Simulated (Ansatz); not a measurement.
# C3H7FOSi: one species, many methods

One table from this session's results is given with a row withheld; the runs are named, their logs left out.

Computed with Ansatz 0.2.0, Gaussian basis. Level: functionals in def2-TZVPP, the program's frozen cores in correlated methods.

Levels to be run: PBE-D4, r2SCAN-D4, PBE0-D4, B3LYP-D4, ωB97X-V, ωB97M-V, B2PLYP; CCSD(T)/def2-TZVPP; MP2/def2-QZVPP; extrapolation to the limit.

## The relaxed structure

All runs share one geometry, relaxed beforehand with PBE0-D4 in a triple-zeta def2 set.

SMILES `C=C[SiH](F)OC`, 13 atoms, charge 0, spin multiplicity 1.

Atoms are counted from 1 here; the program's logs count them from 0.

Bond lengths: C1–C2 1.331 Å, C1–H7 1.086 Å, C1–H8 1.087 Å, C2–Si3 1.850 Å, C2–H9 1.089 Å, Si3–F4 1.601 Å, Si3–O5 1.626 Å, Si3–H10 1.476 Å, O5–C6 1.412 Å, C6–H11 1.093 Å, C6–H12 1.091 Å, C6–H13 1.095 Å. Angles: C2–C1–H7 122.4°, C2–C1–H8 121.6°, H7–C1–H8 116.0°, C1–C2–Si3 122.5°, C1–C2–H9 118.3°, Si3–C2–H9 119.2°, C2–Si3–F4 106.8°, C2–Si3–O5 111.8°, C2–Si3–H10 114.1°, F4–Si3–O5 110.5°, F4–Si3–H10 107.5°, O5–Si3–H10 106.0°, Si3–O5–C6 125.8°, O5–C6–H11 110.6°, O5–C6–H12 108.2°, O5–C6–H13 111.8°, H11–C6–H12 108.8°, H11–C6–H13 108.7° and more.

The first run:

Input file in.yaml:

```yaml
crystal:
  periodic: [false, false, false]
  atoms:
    - {symbol: C, position_ang: [1.481146, 0.766884, -1.082911]}
    - {symbol: C, position_ang: [0.207130, 0.616462, -1.437298]}
    - {symbol: Si, position_ang: [-0.885207, -0.676796, -0.690632]}
    - {symbol: F, position_ang: [-2.352584, -0.043789, -0.592085]}
    - {symbol: O, position_ang: [-0.362383, -1.134735, 0.779244]}
    - {symbol: C, position_ang: [-0.260471, -0.302724, 1.915857]}
    - {symbol: H, position_ang: [2.126472, 1.513944, -1.536570]}
    - {symbol: H, position_ang: [1.937706, 0.142381, -0.319551]}
    - {symbol: H, position_ang: [-0.194732, 1.269025, -2.211043]}
    - {symbol: H, position_ang: [-0.989294, -1.913675, -1.490028]}
    - {symbol: H, position_ang: [-1.243972, -0.146745, 2.367569]}
    - {symbol: H, position_ang: [0.385255, -0.797596, 2.642832]}
    - {symbol: H, position_ang: [0.171231, 0.672762, 1.669213]}
basis:
  gaussian: {orbitals: def2-TZVPP}
hamiltonian: {xc: pbe, dispersion: d4}
output: {forces: true, orbitals: {seedname: orbitals}}
```

Started as:

```sh
> ansatz run in.yaml --threads 2 --pin off --events-out ev --progress --plain --max-ram 32768MiB --backend cuda --devices 0, --max-vram 18GiB
```

Steps of the session up to this table: PBE-D4 (GGA); r2SCAN-D4 (meta-GGA); PBE0-D4 (hybrid); B3LYP-D4 (hybrid); ωB97X-V (range-separated); ωB97M-V (range-separated); B2PLYP (double hybrid); CCSD(T) in def2-TZVPP; MP2 in def2-QZVPP.

One of the session's tables, all rows but one given; the rest of the session is left out.

| method | atomisation energy (kJ/mol) |
| --- | --- |
| PBE-D4 | 5348.2 |
| r2SCAN-D4 | 5272.4 |
| PBE0-D4 | 5256.3 |
| B3LYP-D4 | 5259.5 |
| ωB97X-V | 5270.3 |
| ωB97M-V | 5276.8 |
| B2PLYP | 5215.4 |
| HF/def2-TZVPP | ? |
| MP2/def2-TZVPP | 5239.4 |
| CCSD/def2-TZVPP | 5067.0 |
| CCSD(T)/def2-TZVPP | 5140.2 |
| MP2/CBS | 5373.0 |
| CCSD(T)/CBS | 5273.9 |

**Question.** Estimate the row for HF/def2-TZVPP.

**Answer.** atomisation energy (kJ/mol): 3917.1. In the column «atomisation energy (kJ/mol)» it is the lowest.

To keep in mind: Free atoms (3 C, 1 Si, 1 F, 1 O, 7 H) were run apart at each level; the atomisation energy is their sum less the molecule, without zero-point or spin-orbit terms.
